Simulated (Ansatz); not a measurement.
# C2H4FNSi: the cost of one run

Program: Ansatz 0.2.0. Level of theory: RKS revPBE/def2-SVP. These are calculated values, not measurements.

1 further run of the same task is left out (it didn't finish).

## Step 1: Starting point

Bond lengths: C1–Si2 1.818 Å, Si2–N3 1.938 Å, Si2–C4 1.772 Å, N3–C4 1.275 Å, C4–F5 1.257 Å, C1–H6 1.113 Å, C1–H7 1.128 Å, C1–H8 1.030 Å, Si2–H9 1.529 Å. Angles (14 of 16 angles, heavy atoms first): C1–Si2–N3 98.4°, C1–Si2–C4 120.4°, N3–Si2–C4 39.9°, Si2–N3–C4 63.0°, Si2–C4–N3 77.1°, Si2–C4–F5 147.6°, N3–C4–F5 134.8°, C1–Si2–H9 112.9°, N3–Si2–H9 104.4°, C4–Si2–H9 117.1°, Si2–C1–H6 111.3°, Si2–C1–H7 108.5°, Si2–C1–H8 113.8°, H6–C1–H7 102.8°.

Coordinates:

```xyz
9

C    -1.2269   -0.4751   -0.2361
Si    0.0998    0.5180    0.5113
N     1.5982   -0.6260    0.0641
C     1.6955    0.6047   -0.2535
F     2.5259    1.2895   -0.9037
H    -1.2555   -0.3454   -1.3414
H    -2.2196   -0.0502    0.0912
H    -1.1883   -1.4738    0.0110
H     0.0595    0.5120    2.0399
```

## Step 2: End point A

The input, input.yaml:

```yaml
crystal:
  periodic: [false, false, false]
  atoms:
    - { symbol: C, position_ang: [-1.2269, -0.4751, -0.2361] }
    - { symbol: Si, position_ang: [0.0998, 0.518, 0.5113] }
    - { symbol: "N", position_ang: [1.5982, -0.626, 0.0641] }
    - { symbol: C, position_ang: [1.6955, 0.6047, -0.2535] }
    - { symbol: F, position_ang: [2.5259, 1.2895, -0.9037] }
    - { symbol: H, position_ang: [-1.2555, -0.3454, -1.3414] }
    - { symbol: H, position_ang: [-2.2196, -0.0502, 0.0912] }
    - { symbol: H, position_ang: [-1.1883, -1.4738, 0.011] }
    - { symbol: H, position_ang: [0.0595, 0.512, 2.0399] }
basis:
  gaussian: { orbitals: def2-SVP }
hamiltonian:
  xc: revpbe
relax:
  f_tol: 0.015
  max_steps: 40
```

Started as:

```console
ansatz run input.yaml --threads 2 --pin off --max-ram 3072MiB --backend cpu --events-out ev --progress --plain --runs-dir out
```

**Question.** How long does this run take on 2 threads of AMD EPYC 9R45 (Zen 5), shared host, and how much memory does it need?

About 5.7 s, with a peak of 0.16 GiB.
